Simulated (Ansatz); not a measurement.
NbW, space group Cmmm: a test of the smearing width, run with the Python package of Ansatz (0.2.0).

Input file `nbw.xyz`:
```text
2
Lattice="1.61742925 -2.27362686 0.0 1.61742925 2.27362686 0.0 0.0 0.0 4.59849466" Properties=species:S:1:pos:R:3 pbc="T T T"
Nb    0.00000000    0.00000000    0.00000000
W     1.61742925    0.00000000    2.29924733
```

`smear_nbw.py`:
```python
import ansatz as az
import pandas as pd

nbw = az.Crystal.from_extxyz("nbw.xyz")

base = (
    nbw.calculation()
    .functional("r2scan")
    .basis(750, density_ratio=4)
    .accuracy("medium")
    .kpoints(9, 9, 5)
    .scf(tolerance=1e-09, lower_state_search="standard")
)

rows = []
for value in [0.5, 0.3, 0.2, 0.1]:
    rep = base.occupations("cold", width=value).run().report
    rows.append((value, rep["free_energy_ev"] / len(rep["lattice"]["sites"]), rep["n_iterations"], rep["n_kpoints"]))

table = pd.DataFrame(rows, columns=["width (eV)", "F/atom (eV)", "iterations", "k-points"])
print(table.round(5).to_string(index=False))

for row in rows[:-1]:
    shift = 1000 * (row[1] - rows[-1][1])
    print(f"{row[0]}: {shift:+.2f} meV/atom" + ("  (within 1 meV)" if abs(shift) < 1 else ""))
```

How much does the free energy per atom change between the narrowest and the widest smearing, and why?

Going from 0.1 to 0.5 eV changes F by +15.0 meV an atom. This scheme is built to cancel the term in the square of the width, but that needs a smooth density of states and a fine mesh, and here a sizeable shift remains.

The output:

Running `python smear_nbw.py` prints:
```text
 width (eV)  F/atom (eV)  iterations  k-points
        0.5  -7480.48278           8        75
        0.3  -7480.49428           8        75
        0.2  -7480.49747           8        75
        0.1  -7480.49773           8        75
0.5: +14.95 meV/atom
0.3: +3.45 meV/atom
0.2: +0.26 meV/atom  (within 1 meV)
```

The mesh is modest for a metal, so energies can be off by several to tens of meV an atom and pressures by half a GPa or more; differences at equal mesh fare better. The narrowest width needs the finest mesh, so the last row is no converged reference. Spin-orbit coupling, which matters for elements this heavy, is left out. This cell is a computed structure, which may not be the phase found in nature. The whole script took 23 s on 1 thread of Intel(R) Xeon(R) Processor @ 2.30GHz (shared host), peak memory 0.7 GiB.
